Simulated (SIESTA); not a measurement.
This SIESTA 5.4.2 run on Ni needs a look.

The input Ni.fdf:

```
SystemName                      Ni
SystemLabel                     Ni
NumberOfSpecies                 1
NumberOfAtoms                   2
%block ChemicalSpeciesLabel
  1  28 Ni
%endblock ChemicalSpeciesLabel
%include structure.fdf

%block kgrid.MonkhorstPack
   12   0   0  0.0
    0  12   0  0.0
    0   0   7  0.0
%endblock kgrid.MonkhorstPack
XC.Functional                   GGA
XC.Authors                      PBE
PAO.BasisSize                   DZP
PAO.EnergyShift                 0.003 Ry
Mesh.Cutoff                     800
Spin                            polarized
%block DM.InitSpin
    1   1.000
    2   1.000
%endblock DM.InitSpin
OccupationFunction              FD
ElectronicTemperature           0.05 eV
MaxSCFIterations                100
SCF.MustConverge                false
SCF.Mixer.Method                Pulay
SCF.Mixer.Weight                0.1
SCF.Mixer.History               10
SCF.DM.Tolerance                5.0e-05
SCF.H.Tolerance                 1.0e-03 eV
WriteForces                     true
Charge.Mulliken                 end
Charge.Hirshfeld                end
Charge.Voronoi                  end
SaveRho                         true
SaveElectrostaticPotential      true
%block PAO.Basis
  Ni 5
  n=3 0 2
    2.432 0.000
  n=4 0 2
    7.095 0.000
  n=3 1 2
    2.716 0.000
  n=4 1 1
    7.095
  n=3 2 2
    4.466 0.000
%endblock PAO.Basis
```

The input structure.fdf:

```
LatticeConstant                 1.0 Ang
%block LatticeVectors
     2.4480228978     0.0000000000     0.0000000000
    -1.2240114489     2.1200500186     0.0000000000
     0.0000000000     0.0000000000     4.0728075700
%endblock LatticeVectors
AtomicCoordinatesFormat         Fractional
%block AtomicCoordinatesAndAtomicSpecies
     0.6666666667     0.3333333333     0.7500000000  1  Ni
     0.3333333333     0.6666666667     0.2500000000  1  Ni
%endblock AtomicCoordinatesAndAtomicSpecies
```

Potentials or basis: PseudoDojo 0.4 standard (PBE files), DZP (energy shift 0.003 Ry; two zetas on semicore shells).

The run is started by

```console
$ siesta < Ni.fdf > Ni.out 2>&1
```

Ni.out:

```text
Version         : 5.4.2

                           ***********************
                           *  WELCOME TO SIESTA  *
                           ***********************

 NOTE: Siesta V5 introduces some new defaults for basis-set generation
 NOTE: which might lead to slightly different numerical results.
 NOTE: Please see the manual for full details and compatibility measures.

[... 328 lines left out ...]
siesta: System type = bulk

initatomlists: Number of atoms, orbitals, and projectors:      2    46    36
STOP Stopping Program
*************************************************************
ERROR

FDF module: fdf_physical:  no unit specified for MeshCutoff

     File: fdf.F90
[... 9 lines left out ...]
redata: Spin configuration                          = collinear
redata: Number of spin components                   = 2
redata: Time-Reversal Symmetry                      = T
redata: Spin spiral                                 = F
redata: Long output                                 =   F
redata: Number of Atomic Species                    =        1
redata: Charge density info will appear in .RHO file
redata: Write Mulliken charges (when)               = end
redata: Write Mulliken Pop.                         = Atomic and Orbital charges
redata: Write Hirshfeld charges (when)              = end
redata: Write Voronoi charges (when)                = end
redata: Write spin charge (when)                    = scf
redata: Matel table size (NRTAB)                    =     1024
```

Diagnose the run.

The input was rejected before any iteration. The input holds a flaw that was put in on purpose: mesh cutoff without a unit (Mesh.Cutoff = 800).
